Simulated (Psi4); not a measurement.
**C2H2AlF (SMILES C#[C][AlH][F]) at HF/aug-cc-pVDZ**

What is the energy change on altering one bond length of C2H2AlF at HF/aug-cc-pVDZ? 

The results are computed with Psi4 1.11.

2 further runs of the same task are left out: 2 that didn't finish.

## Step 1: The system as given

C2H2AlF has 6 atoms, charge 0, and is taken as a singlet. As SMILES, `C#[C][AlH][F]`. Geometry: relaxed at PBE0-D4/def2-TZVP.

Bond lengths: C1–C2 1.210 Å, C2–Al3 1.894 Å, Al3–F4 1.645 Å, C1–H5 1.067 Å, Al3–H6 1.567 Å. Angles: C1–C2–Al3 178.2°, C2–Al3–F4 117.6°, C2–C1–H5 179.7°, C2–Al3–H6 124.1°, F4–Al3–H6 118.2°.

## Step 2: The energy at HF/aug-cc-pVDZ

File input.json:

```json
{
  "schema_name": "qcschema_input",
  "schema_version": 1,
  "molecule": {
    "schema_name": "qcschema_molecule",
    "schema_version": 2,
    "symbols": ["C", "C", "Al", "F", "H", "H"],
    "geometry": [3.14053585, -0.538194, -1.48721446, 1.090183, -0.21089344, -0.53006818, -2.07907668, 0.39627557, 1.01686163, -4.36073201, -1.64670734, 0.47980146, 4.94541327, -0.83469203, -2.33570149, -2.65676596, 2.7130798, 2.76901569],
    "molecular_charge": 0,
    "molecular_multiplicity": 1,
    "fix_symmetry": "c1"
  },
  "driver": "energy",
  "model": {
    "method": "scf",
    "basis": "aug-cc-pVDZ"
  },
  "keywords": {
    "reference": "rhf",
    "puream": true,
    "e_convergence": 1e-09,
    "d_convergence": 1e-08,
    "scf_type": "pk",
    "scf_properties": ["MAYER_INDICES", "MULLIKEN_CHARGES", "QUADRUPOLE"]
  }
}
```

The run is started by

```sh
$ psi4 --qcschema input.json -n 1 --memory 1600MB
```

stdout:

```text
[...]
  Running in c1 symmetry.
[...]
  Nuclear repulsion =  119.753177276619667
[...]
  Multiplicity = 1
[...]
  Nalpha       = 18
  Nbeta        = 18
[...]
    Number of basis functions: 114
[...]
   @RHF iter   1:  -418.19532370340289   -1.43547e+00   4.23934e-03 ADIIS/DIIS
[...]
   @RHF iter  12:  -418.30197838249109   -1.87583e-12   3.11063e-09 DIIS
[...]
    Orbital Energies [Eh]
    ---------------------
    Doubly Occupied:
       1A    -58.520725     2A    -26.268109     3A    -11.261608
       4A    -11.227773     5A     -4.932879     6A     -3.248836
       7A     -3.247233     8A     -3.245727     9A     -1.546547
      10A     -1.032000    11A     -0.749395    12A     -0.686376
      13A     -0.629953    14A     -0.622949    15A     -0.593496
      16A     -0.479134    17A     -0.414430    18A     -0.411968
[...]
  @RHF Final Energy:  -418.30197838249109
   => Energetics <=
    Nuclear Repulsion Energy =            119.7531772766196667
    One-Electron Energy =                -817.8720335140762927
    Two-Electron Energy =                 279.8168778549655258
    Total Energy =                       -418.3019783824910860
[...]
 Multipole Moments:
 ------------------------------------------------------------------------------------
     Multipole            Electronic (a.u.)      Nuclear  (a.u.)        Total (a.u.)
 ------------------------------------------------------------------------------------
 L = 1.  Multiply by 2.5417464519 to convert [e a0] to [Debye]
 Dipole X            :         -3.6207247            4.3352294            0.7145047
 Dipole Y            :         -1.2144684            1.5602514            0.3457830
 Dipole Z            :          0.4957428           -0.5239916           -0.0282489
 Magnitude           :                                                    0.7942801
 L = 2.  Multiply by 1.3450342976 to convert [e a0^2] to [Debye ang]
 Quadrupole XX       :       -305.1293133          284.2922350          -20.8370783
 Quadrupole XY       :        -20.5485173           18.0755858           -2.4729314
[...]
  Mulliken Charges: (a.u.)
   Center  Symbol    Alpha    Beta     Spin     Total
       1     C     2.30753  2.30753  0.00000  1.38494
       2     C     3.57029  3.57029  0.00000 -1.14059
       3    AL     6.13240  6.13240  0.00000  0.73520
       4     F     4.88830  4.88830  0.00000 -0.77661
       5     H     0.63907  0.63907  0.00000 -0.27813
       6     H     0.46241  0.46241  0.00000  0.07519
   Total alpha = 18.00000, Total beta = 18.00000, Total charge = -0.00000
  Mayer Bond Indices:
[...]
```

The result, in JSON:

```text
{
 "driver": "energy",
 "model": {
  "method": "scf",
  "basis": "aug-cc-pVDZ"
 },
 "success": true,
 "return_result": -418.3019783824911,
 "properties": {
  "calcinfo_nbasis": 114,
  "calcinfo_nmo": 114,
  "calcinfo_nalpha": 18,
  "calcinfo_nbeta": 18,
  "calcinfo_natom": 6,
  "nuclear_repulsion_energy": 119.75317727661967,
  "return_energy": -418.3019783824911,
  "scf_one_electron_energy": -817.8720335140763,
  "scf_two_electron_energy": 279.8168778549655,
  "scf_dipole_moment": [0.7145047066660579, 0.3457829676925426, -0.028248870748468047],
  "scf_total_energy": -418.3019783824911,
  "scf_iterations": 12
 }
}
```

Run time: 11 s. Hardware: 1 thread of Intel Xeon Platinum 8488C (Sapphire Rapids), shared host; peak memory 0.59 GiB.

## Step 3: The distorted shape, same level

File calc.in:

```
memory 1600 MB

molecule system {
  0 1
  C      1.518654    -0.261268    -0.719659
  C      0.433654    -0.088068    -0.213159
  Al    -1.243446     0.233232     0.605441
  F     -2.450846    -0.847868     0.321241
  H      2.617000    -0.441700    -1.236000
  H     -1.549146     1.459232     1.532641
  units angstrom
  symmetry c1
}

set globals {
  basis aug-cc-pVDZ
  reference rhf
  puream true
  e_convergence 1e-09
  d_convergence 1e-08
  scf_type pk
}

energy_value, wavefunction = energy('scf', return_wfn=True)
oeprop(wavefunction, 'WIBERG_LOWDIN_INDICES', 'QUADRUPOLE', 'DIPOLE')
```

The run is started by

```sh
$ psi4 calc.in calc.out -n 1
```

calc.out:

```text
[...]
  Running in c1 symmetry.
[...]
  Nuclear repulsion =  119.182833413198836
[...]
  Multiplicity = 1
[...]
  Nalpha       = 18
  Nbeta        = 18
[...]
    Number of basis functions: 114
[...]
   @RHF iter   1:  -418.17127341382371   -1.46551e+00   4.36396e-03 ADIIS/DIIS
[...]
   @RHF iter  12:  -418.28617057901977   -3.29692e-12   3.45407e-09 DIIS
[...]
    Orbital Energies [Eh]
    ---------------------
    Doubly Occupied:
       1A    -58.520093     2A    -26.267507     3A    -11.274161
       4A    -11.226923     5A     -4.932225     6A     -3.248186
       7A     -3.246584     8A     -3.245079     9A     -1.545953
      10A     -1.028297    11A     -0.708456    12A     -0.677608
      13A     -0.628430    14A     -0.622364    15A     -0.587823
      16A     -0.478258    17A     -0.413473    18A     -0.411011
[...]
  @RHF Final Energy:  -418.28617057901977
   => Energetics <=
    Nuclear Repulsion Energy =            119.1828334131988356
    One-Electron Energy =                -816.8131466054093153
    Two-Electron Energy =                 279.3441426131906837
    Total Energy =                       -418.2861705790197675
[...]
 Multipole Moments:
 ------------------------------------------------------------------------------------
     Multipole            Electronic (a.u.)      Nuclear  (a.u.)        Total (a.u.)
 ------------------------------------------------------------------------------------
 L = 1.  Multiply by 2.5417464519 to convert [e a0] to [Debye]
 Dipole X            :         -3.6927680            4.4695098            0.7767418
 Dipole Y            :         -1.2027979            1.5381922            0.3353943
 Dipole Z            :          0.5294992           -0.5871178           -0.0576186
 Magnitude           :                                                    0.8480195
 L = 2.  Multiply by 1.3450342976 to convert [e a0^2] to [Debye ang]
 Quadrupole XX       :       -307.7999509          287.6542380          -20.1457129
 Quadrupole XY       :        -20.2440233           17.6657902           -2.5782331
[...]
```

Run time: 10 s. Hardware: 1 thread of Intel Xeon Platinum 8488C (Sapphire Rapids), shared host; peak memory 0.58 GiB.

## Step 4: Results

At HF/aug-cc-pVDZ:

| quantity | value |
| --- | --- |
| first shape: total energy | -418.30198 Eh |
| first shape: dipole moment | 2.02 D |
| first shape: HOMO energy | -11.21 eV |
| first shape: LUMO energy | 0.66 eV |
| first shape: HOMO–LUMO gap | 11.87 eV |
| distorted shape: total energy | -418.28617 Eh |
| distorted shape: dipole moment | 2.16 D |
| distorted shape: HOMO energy | -11.18 eV |
| distorted shape: LUMO energy | 0.67 eV |
| distorted shape: HOMO–LUMO gap | 11.86 eV |
| energy change with the C1–H5 bond stretched from 1.067 to 1.227 Å | 0.430 eV |

What this shows: With the C1–H5 bond stretched from 1.067 to 1.227 Å the energy rises by 0.43 eV (9.9 kcal/mol). The first shape isn't relaxed at this level, so the change isn't measured from a minimum. Mulliken charges (first shape) run from -1.14 on C2 to +1.38 on C1; in a basis this large or diffuse they mean little.
